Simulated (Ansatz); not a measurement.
Write a Python script for Ansatz's Python interface that makes vertical spin-state energies of CH7Ge3N, SMILES N#[C][GeH]([GeH3])[GeH3]. Level of theory (for the species named): r2SCAN, def2-TZVP basis, multiplicity 1.

```xyz
12

N     0.2364    3.2862   -0.7635
C     0.1272    2.2512   -0.2582
Ge   -0.0513    0.5569    0.5681
Ge    1.9174   -0.7384    0.1559
Ge   -1.9465   -0.5781   -0.3503
H    -0.2437    0.7399    2.0951
H     1.7672   -2.1277    0.8264
H     3.1494   -0.0050    0.7445
H     2.1002   -0.9182   -1.3727
H    -2.0875   -1.9677    0.3215
H    -1.7442   -0.7587   -1.8763
H    -3.2246    0.2595   -0.0905
```

Script `ch7ge3n_spin.py`:
```python
'''Vertical spin-state energies of CH7Ge3N.'''

import warnings

import ansatz as az

BASIS_SET = 'def2-TZVP'
FUNCTIONAL = 'r2SCAN'


def main() -> None:
    warnings.simplefilter('ignore', az.DeckWarning)

    geometry = (
        az.Crystal.molecule()
        .atom('N', [0.2364, 3.2862, -0.7635])
        .atom('C', [0.1272, 2.2512, -0.2582])
        .atom('Ge', [-0.0513, 0.5569, 0.5681])
        .atom('Ge', [1.9174, -0.7384, 0.1559])
        .atom('Ge', [-1.9465, -0.5781, -0.3503])
        .atom('H', [-0.2437, 0.7399, 2.0951])
        .atom('H', [1.7672, -2.1277, 0.8264])
        .atom('H', [3.1494, -0.005, 0.7445])
        .atom('H', [2.1002, -0.9182, -1.3727])
        .atom('H', [-2.0875, -1.9677, 0.3215])
        .atom('H', [-1.7442, -0.7587, -1.8763])
        .atom('H', [-3.2246, 0.2595, -0.0905])
    )

    base = (
        geometry.calculation()
        .basis(gaussian=BASIS_SET)
        .functional(FUNCTIONAL)
    )
    found = {}
    for unpaired in [0, 2]:
        data = base.spin('collinear', total=unpaired).run().report
        s = unpaired / 2
        found[unpaired] = data['free_energy_ev']
        print(f'2S+1 = {unpaired + 1}: E = {found[unpaired]:.5f} eV, <S^2> = {abs(data["mean_field"]["state"]["spin_squared"]):.3f} (pure state {s * (s + 1):.2f})')
    lowest = min(found, key=found.get)
    for unpaired, e in found.items():
        print(f'multiplicity {unpaired + 1}: {(e - found[lowest]):.3f} eV above the lowest')


if __name__ == '__main__':
    main()
```

`python ch7ge3n_spin.py` gives:
```text
2S+1 = 1: E = -172194.31345 eV, <S^2> = 0.000 (pure state 0.00)
2S+1 = 3: E = -172188.79965 eV, <S^2> = 2.008 (pure state 2.00)
multiplicity 1: 0.000 eV above the lowest
multiplicity 3: 5.514 eV above the lowest
```

In order: multiplicity 1 (+0.00 eV) and multiplicity 3 (+5.51 eV), all at the one geometry.

Total energies depend on the basis set; only differences at equal settings carry meaning. The geometry is a force-field or estimated start, not a minimum of this method, and the basis set is short of its limit. All parts are taken at fixed geometry, without zero-point energy. Run time: 7.5 min on 1 thread of Arm Neoverse V1, on a shared host, peak memory 1.1 GiB.
